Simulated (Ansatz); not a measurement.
YBRh3, space group Pm-3m, a test of the smearing width

With Ansatz 0.2.0 through its Python package.

Run as a notebook:

```python
from dataclasses import dataclass
import warnings

import ansatz as az
import pandas as pd
```

```python
@dataclass(frozen=True)
class Settings:
    kspacing: float = 0.26


cfg = Settings()
```

```python
warnings.simplefilter("ignore", az.DeckWarning)
```

```python
lattice = az.Lattice.of(
    (4.1641, 0.0, 0.0),
    (0.0, 4.1641, 0.0),
    (0.0, 0.0, 4.1641),
)
sites = [
    ("Y", (0.0, 0.0, 0.0)),
    ("B", (0.5, 0.5, 0.5)),
    ("Rh", (0.0, 0.5, 0.5)),
    ("Rh", (0.5, 0.0, 0.5)),
    ("Rh", (0.5, 0.5, 0.0)),
]
system = az.Crystal(lattice=lattice)
for symbol, position in sites:
    system = system.atom(symbol, position)
```

```python
system.resolved().sites[-1]
```

    Site(symbol='Rh', position=(0.5, 0.5, 0.0), moment=None, axis=None, held=None, saved=None)

```python
calculation = system.calculation().functional(az.Functional.R2SCAN).kpoints(spacing=cfg.kspacing)
```

```python
rows = []
for value in [0.3, 0.2, 0.1, 0.05]:
    data = calculation.occupations("methfessel_paxton", width=value).run(threads=1, backend="cpu").report
    rows.append((value, data["free_energy_ev"] / len(data["lattice"]["sites"]), data["n_iterations"], data["n_kpoints"]))
```

    

```python
table = pd.DataFrame(rows, columns=["width (eV)", "F/atom (eV)", "iterations", "k-points"])
table.round(5)
```

       width (eV)  F/atom (eV)  iterations  k-points
    0        0.30  -4653.25069           8        20
    1        0.20  -4653.24853           8        20
    2        0.10  -4653.24738           8        20
    3        0.05  -4653.24759           8        20

```python
# differences from the last row
for row in rows[:-1]:
    shift = 1000 * (row[1] - rows[-1][1])
    print(f"{row[0]}: {shift:+.2f} meV/atom" + ("  (within 1 meV)" if abs(shift) < 1 else ""))
```

    0.3: -3.10 meV/atom
    0.2: -0.94 meV/atom  (within 1 meV)
    0.1: +0.21 meV/atom  (within 1 meV)

Going from 0.05 to 0.3 eV changes F by -3.1 meV an atom. This scheme is built to cancel the term in the square of the width, so the shifts stay small and are partly the mesh's error.

What to keep in mind:
- For a metal this k-point mesh is coarse: on a finer one energies can move by several to tens of meV an atom and pressures by half a GPa or more, differences at one mesh by less.
- The narrowest width needs the finest mesh, so the last row is no converged reference.
- The starting cell is as deposited in a crystallographic database; the results hold for this polymorph, which needn't be the stable one.
- It ran for 20 s on 1 thread of Arm Neoverse V2, on a shared host, peak memory 0.58 GiB.

(Lines on the test bed's own set-up are left out of the output.)
